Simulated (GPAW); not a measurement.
**Si in GPAW: convergence with convergence criteria**

Si:

```xyz
1
Lattice="2.5321 0.0000 0.0000 0.0000 2.5321 0.0000 0.0000 0.0000 2.5321" Properties=species:S:1:pos:R:3 pbc="T T T"
Si    1.2661    1.2661    1.2661
```

The cell was built by a generator and needn't be a form met in nature.

* Program: GPAW 26.7.0
* Task: convergence study
* Functional: PBEsol
* Potentials or basis: PAW data sets generated in the run's folder for this functional
* Cutoff: 600 eV
* Basis: pw
* k mesh: 10 × 10 × 10
* Occupations: fermi-dirac, width 0.05 eV
* Spin: no spin polarisation

These are the settings of the first run; the series varies convergence criteria, with any setting tied to it.

Hardware: 1 thread of Arm Neoverse V1, on a shared host.

| convergence criteria | energy less the tightest run, at zero smearing (meV/atom) | SCF cycles | CPU time (s) | peak memory (GiB) |
| --- | --- | --- | --- | --- |
| density=0.001 energy=0.01 eigenstates=0.0001 | 0.00 | 6 | 5.5 | 0.12 |
| default | 0.00 | 7 | 6 | 0.13 |
| density=1e-05 energy=1e-05 | 0.00 | 8 | 6.2 | 0.13 |
| density=1e-05 forces=0.0001 | 0.00 | 9 | 6.5 | 0.13 |
| density=1e-06 energy=1e-06 eigenstates=1e-10 | 0.00 | 9 | 6.9 | 0.13 |

Against the tightest run, the energy stays within 1 meV/atom from density=0.001 energy=0.01 eigenstates=0.0001 on. The tightest run that finished is the yardstick and may itself not be fully converged.
